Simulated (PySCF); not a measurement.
# SnCl₄: NMR shieldings

What do calculations give for the NMR shieldings of SnCl₄ (`[Cl][Sn]([Cl])([Cl])[Cl]`)?

Programs: PySCF 2.14.0, with routines of our own; each step states its level. All values are computed. Atoms count from 0.

4 further runs of the same task are left out: 4 for a known fault of the program.

### Step 1. The system as given

5 atoms, charge 0, multiplicity 1; geometry from: GFN2-xTB.

### Step 2. Geometry optimisation at PBE0-D3(BJ)/def2-SVP

The job: settings as JSON, then the geometry in Å.

```
{"job": {"xc": "PBE0", "basis": "def2-SVP", "d3": "d3bj", "grid": 1, "maxiter": 30, "shake": 0.03, "kind": "geom"}, "charge": 0, "multiplicity": 1}
Sn     0.059930    -0.075840     0.011360
Cl    -0.006120    -0.031490     2.311030
Cl     2.120820     0.003220    -0.808040
Cl    -1.000330     1.901680    -0.763820
Cl    -1.099450    -1.908050    -0.812650
```

The run is started by

```bash
$ OMP_NUM_THREADS=1 python heavy_run.py task.json out
```

This one command runs all jobs of the session in turn.

Output:

```text
step   0  E = -2054.09797911  max force = 0.041584
step   1  E = -2054.10241221  max force = 0.002728
step   2  E = -2054.10259409  max force = 0.001348
step   3  E = -2054.10262106  max force = 0.000576
step   4  E = -2054.10262661  max force = 0.000443
step   5  E = -2054.10262397  max force = 0.000830
step   6  E = -2054.10265534  max force = 0.000578
step   7  E = -2054.10268407  max force = 0.000247
step   8  E = -2054.10268438  max force = 0.000154
optimisation converged
```

It took 63 s on 1 thread of AMD EPYC 7R43, shared host; peak memory 0.41 GiB.

Relaxation path:

| step | energy from step 0 (eV) | largest force component (eV/Å) |
| --- | --- | --- |
| 0 | 0.0000 | 2.1383 |
| 1 | -0.1206 | 0.1403 |
| 2 | -0.1256 | 0.0693 |
| 3 | -0.1263 | 0.0296 |
| 4 | -0.1265 | 0.0228 |
| 5 | -0.1264 | 0.0427 |
| 6 | -0.1272 | 0.0297 |
| 7 | -0.1280 | 0.0127 |
| 8 | -0.1280 | 0.0079 |

Close pairs (by a distance rule), those that changed most:

| bond | before (Å) | after (Å) | change (Å) |
| --- | --- | --- | --- |
| Sn0–Cl2 | 2.219 | 2.314 | +0.095 |
| Sn0–Cl3 | 2.374 | 2.315 | -0.059 |
| Sn0–Cl1 | 2.301 | 2.316 | +0.015 |
| Sn0–Cl4 | 2.320 | 2.312 | -0.007 |

The next job starts from the end point, and lists it.

| at the end point | value |
| --- | --- |
| point group (found at 0.08 Å tolerance) | Td |
| rotational constants (GHz, main isotopes) | 1.019, 1.011, 1.006 |
| dipole moment (D) | 0.07 |

### Step 3. NMR shieldings: PBE/pcSseg-1 Sn:us-x2c-TZVPall-2c, spin–orbit

The job: settings as JSON, then the geometry in Å.

```
{"job": {"xc": "PBE", "basis": {"default": "pcSseg-1", "Sn": "us-x2c-TZVPall-2c"}, "rel": "so", "kind": "hnmr"}, "charge": 0, "multiplicity": 1}
Sn     0.016003    -0.017614    -0.003224
Cl    -0.156328    -0.122191     2.303853
Cl     2.245605    -0.000771    -0.622628
Cl    -1.015777     1.894552    -0.802215
Cl    -1.014653    -1.864456    -0.937906
```

Level: PBE/pcSseg-1 Sn:us-x2c-TZVPall-2c GIAO NMR shielding, X2C with spin-orbit coupling, screened-nuclear two-electron part, Gaussian nuclei, gas phase.

Output:

```text
spin-free SCF
coarse grid: 33296 points
cycle   1  E = -8021.2481968499  dE =  2.071e-01  |g| = 5.877e-01  |ddm| = 1.655e+02
cycle   2  E = -8021.0347284941  dE =  2.135e-01  |g| = 1.149e+00  |ddm| = 1.974e+00
cycle   3  E = -8021.3247180708  dE = -2.900e-01  |g| = 1.059e-01  |ddm| = 1.336e+00
cycle   4  E = -8021.3268900412  dE = -2.172e-03  |g| = 4.244e-02  |ddm| = 1.657e-01
cycle   5  E = -8021.3273340949  dE = -4.441e-04  |g| = 5.456e-03  |ddm| = 5.573e-02
cycle   6  E = -8021.3273422348  dE = -8.140e-06  |g| = 6.866e-04  |ddm| = 7.484e-03
final grid: 61032 points
cycle   7  E = -8021.3250948456  dE = -1.290e-06  |g| = 2.227e-03  |ddm| = 2.164e-03
cycle   8  E = -8021.3250943786  dE =  4.670e-07  |g| = 1.504e-03  |ddm| = 2.841e-03
cycle   9  E = -8021.3250945097  dE = -1.311e-07  |g| = 1.420e-03  |ddm| = 3.606e-03
cycle  10  E = -8021.3250950361  dE = -5.264e-07  |g| = 2.227e-04  |ddm| = 1.703e-03
cycle  11  E = -8021.3250950405  dE = -4.338e-09  |g| = 1.771e-05  |ddm| = 1.460e-04
converged SCF energy = -8021.3250950405
two-component SCF
cycle   1  E = -8020.6743393935  dE = -8.021e+03  |FDS-SDF| = 4.465e+01
cycle   2  E = -8022.1548229744  dE = -1.480e+00  |FDS-SDF| = 6.663e-02
cycle   3  E = -8022.1548244302  dE = -1.456e-06  |FDS-SDF| = 1.116e-02
cycle   4  E = -8022.1548160789  dE =  8.351e-06  |FDS-SDF| = 9.421e-03
cycle   5  E = -8022.1548282253  dE = -1.215e-05  |FDS-SDF| = 2.569e-03
cycle   6  E = -8022.1548299121  dE = -1.687e-06  |FDS-SDF| = 2.818e-04
cycle   7  E = -8022.1548299293  dE = -1.723e-08  |FDS-SDF| = 1.212e-05
converged, E = -8022.1548299293

Field gradients (au) and densities at the nuclei (bohr^-3)
atom        Vxx        Vyy        Vzz        centre      nuclear mean
  0 Sn    -0.0033    -0.0164     0.0197     174619.210     173407.156
  1 Cl    -1.3832    -1.3885     2.7717       2817.123       2817.072
  2 Cl    -1.3779    -1.3805     2.7585       2817.120       2817.069
  3 Cl    -1.3774    -1.3838     2.7612       2817.121       2817.069
  4 Cl    -1.3725    -1.3756     2.7481       2817.118       2817.066
without picture change
  0 Sn                           0.0218                    356453.687

Core orbital energies (eV)
atom   shell        mean    spread
  0 Sn 1s       -28960.225   0.000
  0 Sn 2s        -4374.068   0.000
  0 Sn 3s         -846.112   0.000
  0 Sn 4s         -136.236   0.000
  0 Sn 5s          -18.486   0.000
  0 Sn 2p1/2     -4085.192   0.000
  0 Sn 2p3/2     -3856.007   0.000
  0 Sn 3p1/2      -729.005   0.000
  0 Sn 3p3/2      -687.039   0.001
  0 Sn 4p1/2       -97.364   0.000
  0 Sn 4p3/2       -89.811   0.001
  0 Sn 3d3/2      -480.126   0.001
  0 Sn 3d5/2      -471.613   0.002
  0 Sn 4d3/2       -29.078   0.001
  0 Sn 4d5/2       -28.053   0.087
  1 Cl 1s        -2749.642   0.000
  1 Cl 2s         -252.197   0.000
  1 Cl 3s          -21.022   0.000
  1 Cl 2p1/2      -192.370   0.000
  1 Cl 2p3/2      -190.721   0.153
  2 Cl 1s        -2749.618   0.000
  2 Cl 2s         -252.175   0.000
  2 Cl 3s          -21.007   0.000
  2 Cl 2p1/2      -192.348   0.000
  2 Cl 2p3/2      -190.698   0.153
  3 Cl 1s        -2749.621   0.000
  3 Cl 2s         -252.177   0.000
  3 Cl 3s          -21.006   0.000
  3 Cl 2p1/2      -192.350   0.000
  3 Cl 2p3/2      -190.700   0.152
  4 Cl 1s        -2749.605   0.000
  4 Cl 2s         -252.163   0.000
  4 Cl 3s          -21.000   0.000
  4 Cl 2p1/2      -192.336   0.000
  4 Cl 2p3/2      -190.686   0.152

Shielding tensors (ppm)
atom      isotropic    diamagn.    paramagn.     s11        s22        s33       span
  0 Sn     3458.28     4738.16    -1279.88    3455.64    3457.73    3461.47       5.83
  1 Cl      689.62     1122.86     -433.24     537.76     540.65     990.45     452.68
  2 Cl      689.01     1122.88     -433.86     538.61     539.52     988.91     450.30
  3 Cl      688.58     1122.90     -434.32     536.03     540.46     989.25     453.22
  4 Cl      689.09     1122.91     -433.82     538.47     541.03     987.78     449.31
```

It took 1.8 min on 1 thread of AMD EPYC 7R43, shared host; peak memory 0.92 GiB.

Key values:

| quantity | value |
| --- | --- |
| energy from spin-orbit coupling | -0.8297 Eh |

### Step 4. NMR shieldings: PBE/pcSseg-1 Sn:us-x2c-TZVPall-2c, spin-free

The job: settings as JSON, then the geometry in Å.

```
{"job": {"xc": "PBE", "basis": {"default": "pcSseg-1", "Sn": "us-x2c-TZVPall-2c"}, "rel": "sf", "kind": "hnmr"}, "charge": 0, "multiplicity": 1}
Sn     0.016003    -0.017614    -0.003224
Cl    -0.156328    -0.122191     2.303853
Cl     2.245605    -0.000771    -0.622628
Cl    -1.015777     1.894552    -0.802215
Cl    -1.014653    -1.864456    -0.937906
```

Method: PBE/pcSseg-1 Sn:us-x2c-TZVPall-2c GIAO NMR shielding, spin-free X2C, Gaussian nuclei, gas phase.

Output:

```text
spin-free SCF
coarse grid: 33296 points
cycle   1  E = -8021.2481968499  dE =  2.071e-01  |g| = 5.877e-01  |ddm| = 1.655e+02
cycle   2  E = -8021.0347284941  dE =  2.135e-01  |g| = 1.149e+00  |ddm| = 1.974e+00
cycle   3  E = -8021.3247180708  dE = -2.900e-01  |g| = 1.059e-01  |ddm| = 1.336e+00
cycle   4  E = -8021.3268900412  dE = -2.172e-03  |g| = 4.244e-02  |ddm| = 1.657e-01
cycle   5  E = -8021.3273340949  dE = -4.441e-04  |g| = 5.456e-03  |ddm| = 5.573e-02
cycle   6  E = -8021.3273422348  dE = -8.140e-06  |g| = 6.866e-04  |ddm| = 7.484e-03
final grid: 61032 points
cycle   7  E = -8021.3250948456  dE = -1.290e-06  |g| = 2.227e-03  |ddm| = 2.164e-03
cycle   8  E = -8021.3250943786  dE =  4.670e-07  |g| = 1.504e-03  |ddm| = 2.841e-03
cycle   9  E = -8021.3250945097  dE = -1.311e-07  |g| = 1.420e-03  |ddm| = 3.606e-03
cycle  10  E = -8021.3250950361  dE = -5.264e-07  |g| = 2.227e-04  |ddm| = 1.703e-03
cycle  11  E = -8021.3250950405  dE = -4.338e-09  |g| = 1.771e-05  |ddm| = 1.460e-04
converged SCF energy = -8021.3250950405
check of the scalar solution
cycle   1  E = -8021.3250950404  dE = -8.021e+03  |FDS-SDF| = 4.064e+00
cycle   2  E = -8021.3259499007  dE = -8.549e-04  |FDS-SDF| = 1.840e-03
cycle   3  E = -8021.3259498993  dE =  1.339e-09  |FDS-SDF| = 1.443e-04
cycle   4  E = -8021.3259498938  dE =  5.530e-09  |FDS-SDF| = 2.014e-04
cycle   5  E = -8021.3259499014  dE = -7.605e-09  |FDS-SDF| = 3.416e-05
converged, E = -8021.3259499014

Field gradients (au) and densities at the nuclei (bohr^-3)
atom        Vxx        Vyy        Vzz        centre      nuclear mean
  0 Sn    -0.0033    -0.0165     0.0197     174518.389     173306.336
  1 Cl    -1.3821    -1.3873     2.7694       2817.139       2817.087
  2 Cl    -1.3768    -1.3794     2.7562       2817.135       2817.084
  3 Cl    -1.3763    -1.3827     2.7590       2817.136       2817.085
  4 Cl    -1.3713    -1.3744     2.7457       2817.133       2817.082
without picture change
  0 Sn                           0.0219                    356465.971

Core orbital energies (eV)
atom   shell        mean    spread
  0 Sn 1s       -28961.774   0.000
  0 Sn 2s        -4374.359   0.000
  0 Sn 3s         -846.178   0.000
  0 Sn 4s         -136.251   0.000
  0 Sn 5s          -18.487   0.000
  0 Sn 2p        -3929.675   0.001
  0 Sn 3p         -700.556   0.002
  0 Sn 4p          -92.240   0.003
  0 Sn 3d         -475.047   0.003
  0 Sn 4d          -28.469   0.134
  1 Cl 1s        -2749.640   0.000
  1 Cl 2s         -252.196   0.000
  1 Cl 3s          -21.022   0.000
  1 Cl 2p         -191.269   0.241
  2 Cl 1s        -2749.617   0.000
  2 Cl 2s         -252.174   0.000
  2 Cl 3s          -21.007   0.000
  2 Cl 2p         -191.247   0.241
  3 Cl 1s        -2749.619   0.000
  3 Cl 2s         -252.176   0.000
  3 Cl 3s          -21.006   0.000
  3 Cl 2p         -191.249   0.240
  4 Cl 1s        -2749.603   0.000
  4 Cl 2s         -252.162   0.000
  4 Cl 3s          -21.000   0.000
  4 Cl 2p         -191.234   0.239

Shielding tensors (ppm)
atom      isotropic    diamagn.    paramagn.     s11        s22        s33       span
  0 Sn     2416.35     5135.41    -2719.07    2411.87    2415.53    2421.64       9.77
  1 Cl      690.30     1140.49     -450.19     531.33     534.20    1005.38     474.05
  2 Cl      689.74     1140.50     -450.76     532.30     533.16    1003.78     471.48
  3 Cl      689.28     1140.53     -451.25     529.62     534.07    1004.15     474.53
  4 Cl      689.88     1140.53     -450.66     532.25     534.79    1002.59     470.34
```

Wall time 30 s (1 thread of AMD EPYC 7R43, shared host); peak memory 0.76 GiB.

### Step 5. Shieldings side by side

| run | Sn0 | Cl4 | Cl2 | Cl3 | Cl1 | time |
| --- | --- | --- | --- | --- | --- | --- |
| step 3, PBE/pcSseg-1 Sn:us-x2c-TZVPall-2c, spin–orbit | 3458.3 | 689.1 | 689.0 | 688.6 | 689.6 | 1.8 min |
| step 4, PBE/pcSseg-1 Sn:us-x2c-TZVPall-2c, spin-free | 2416.3 | 689.9 | 689.7 | 689.3 | 690.3 | 30 s |

### Step 6. Outcome

| quantity | value |
| --- | --- |
| rotational constants (main isotopes) | 1.02, 1.01, 1.01 GHz |
| energy from spin-orbit coupling (step 3, PBE/pcSseg-1 Sn:us-x2c-TZVPall-2c, spin–orbit) | -0.8297 Eh |
| shieldings (step 3, PBE/pcSseg-1 Sn:us-x2c-TZVPall-2c, spin–orbit) | Sn0 3458.3, Cl1 689.6, Cl2 689.0, Cl3 688.6, Cl4 689.1 ppm |
| shieldings (step 4, PBE/pcSseg-1 Sn:us-x2c-TZVPall-2c, spin-free) | Sn0 2416.3, Cl1 690.3, Cl2 689.7, Cl3 689.3, Cl4 689.9 ppm |

What this shows: The start was shaken at random, so part of the energy gained undoes that. Relaxing lowered the energy by 0.128 eV in 8 steps; the close pair that moved most is Sn0–Cl2, from 2.219 to 2.314 Å. A contracted two-component basis is stiff near heavy nuclei, so the absolute shieldings of the heavy atoms from it are rough. Sn0 moves most between the runs, by 1042 ppm; the labels say what changes from run to run.
